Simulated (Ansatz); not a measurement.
I need energies of removing a hydrogen of BClH5NSSi, SMILES B[Si](N)(S)Cl. Use the Ansatz DFT code, driven from Python. Use (for the species named): PBE0, 6-31G* basis, multiplicity 1, D3BJ dispersion.

```xyz
10

B    -1.1906   -0.1695   -0.8502
Si    0.3107    0.3156    0.2127
N     0.3925   -0.7993    1.5916
S     2.1607    0.1561   -0.9887
Cl    0.1376    2.2766    0.8949
H    -2.3175   -0.0734   -0.3831
H    -1.0783   -0.4276   -1.9910
H    -0.4347   -0.7040    2.1252
H     0.4663   -1.7518    1.2569
H     1.6365    1.1261   -1.8654
```

Script `bclh5nssi.py`:
```python
"""Cost of removing each kind of hydrogen from BClH5NSSi, fragments frozen."""

import ansatz as az


def energy_of(molecule, charge=0, unpaired=0):
    calc = (
        molecule.calculation()
        .basis(gaussian="6-31G*")
        .functional("PBE0", dispersion="d3bj")
        .accuracy("medium")
    )
    if charge:
        calc = calc.charge(charge)
    if unpaired:
        calc = calc.spin("collinear", total=unpaired)
    report = calc.run().report
    if report["published_state_doubts"]:
        print("  doubts:", report["published_state_doubts"])
    return report["free_energy_ev"]

def without(molecule, index):
    rest = az.Crystal.molecule()
    for i, site in enumerate(molecule.cartesian_sites):
        if i != index:
            rest = rest.atom(site.symbol, site.position_ang)
    return rest


def main() -> None:
    geometry_ang = [
        ("B", (-1.1906, -0.1695, -0.8502)),
        ("Si", (0.3107, 0.3156, 0.2127)),
        ("N", (0.3925, -0.7993, 1.5916)),
        ("S", (2.1607, 0.1561, -0.9887)),
        ("Cl", (0.1376, 2.2766, 0.8949)),
        ("H", (-2.3175, -0.0734, -0.3831)),
        ("H", (-1.0783, -0.4276, -1.991)),
        ("H", (-0.4347, -0.704, 2.1252)),
        ("H", (0.4663, -1.7518, 1.2569)),
        ("H", (1.6365, 1.1261, -1.8654)),
    ]
    molecule = az.Crystal.molecule()
    for symbol, xyz in geometry_ang:
        molecule = molecule.atom(symbol, xyz)

    whole = energy_of(molecule, 0)
    hydrogen = energy_of(az.Crystal.molecule().atom("H", (0, 0, 0)), 0, 1)
    print(f"E(molecule) = {whole:.5f} eV, E(H) = {hydrogen:.5f} eV")
    for index in [6, 8, 9]:
        radical = energy_of(without(molecule, index), 0, 1)
        print(f"H{index}: homolysis {96.485332 * (radical + hydrogen - whole):.1f} kJ/mol")


if __name__ == "__main__":
    main()
```

```console
$ python bclh5nssi.py
E(molecule) = -33469.67720 eV, E(H) = -13.58146 eV
H6: homolysis 433.6 kJ/mol
H8: homolysis 463.9 kJ/mol
H9: homolysis 358.7 kJ/mol
```

The settings weren't tested for convergence. The geometry is a force-field or estimated start, not a minimum of this method, and the basis set is short of its limit. All parts are taken at fixed geometry, without zero-point energy. It ran for 23 s on 1 thread of Intel(R) Xeon(R) 6975P-C (Granite Rapids) (shared host), peak memory 0.36 GiB.

(Lines on the test bed's own set-up are left out of the output.)
